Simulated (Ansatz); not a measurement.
# ZnSn2N2: the cost of one run

Program: Ansatz 0.2.0. Level of theory: DFT PBE, scalar-relativistic, plane waves, PAW. These are calculated values, not measurements.

## (1) Starting point

The structure is hexagonal, space group P6/mmm (No. 191). Conventional cell: a = 4.289 Å, b = 4.289 Å, c = 6.275 Å, α = 90.00°, β = 90.00°, γ = 120.00°. Zn (site symmetry 6/mmm) is surrounded by 6 N at 2.48 Å. Around Sn (site symmetry -6m2) lie 3 Sn at 2.48 Å. N (site symmetry -6m2) has 3 Zn at 2.48 Å and 3 N at 2.48 Å in its first shell of neighbours.

Structure file:

```cif
data_structure
_symmetry_space_group_name_H-M 'P 1'
_symmetry_Int_Tables_number 1
_cell_length_a 4.2894
_cell_length_b 4.2894
_cell_length_c 6.2752
_cell_angle_alpha 90.000
_cell_angle_beta 90.000
_cell_angle_gamma 120.000
_cell_volume 99.99
loop_
_atom_site_label
_atom_site_type_symbol
_atom_site_fract_x
_atom_site_fract_y
_atom_site_fract_z
_atom_site_occupancy
Zn1 Zn 0.00000 0.00000 0.00000 1
Sn1 Sn 0.33333 0.66667 0.50000 1
Sn2 Sn 0.66667 0.33333 0.50000 1
N1 N 0.33333 0.66667 0.00000 1
N2 N 0.66667 0.33333 0.00000 1
```

The cell is invented: random cell by space group and Wyckoff sites (P6/mmm, No. 191). Lengths come from tabulated atomic sizes and are only a guess.

## (2) A first look at the guess

Contents of input.yaml:

```yaml
crystal:
  lattice:
    - [4.28944035, 0.0, 0.0]
    - [-2.14472017, 3.71476431, 0.0]
    - [0.0, 0.0, 6.27517816]
  atoms:
    - { symbol: Zn, position: [0.0, 0.0, 0.0] }
    - { symbol: Sn, position: [0.33333333, 0.66666667, 0.5] }
    - { symbol: Sn, position: [0.66666667, 0.33333333, 0.5] }
    - { symbol: "N", position: [0.33333333, 0.66666667, 0.0] }
    - { symbol: "N", position: [0.66666667, 0.33333333, 0.0] }
basis:
  ecutwfc: 420
kpoints:
  mp_grid: { grid: [6, 6, 4] }
hamiltonian:
  xc: pbe
scf:
  occupations: { method: gaussian, width: 0.1 }
  lower_state_search: "off"
output:
  forces: true
  stress: true
  eigenvalues: true
```

The run is started by

```sh
ansatz run input.yaml --threads 1 --pin off --max-ram 2560MiB --backend cpu --events-out ev --progress --plain --runs-dir out
```

Q: Estimate wall time and peak memory on 1 thread of Arm Neoverse V1, shared host.

About 5.3 s, with a peak of 0.37 GiB.
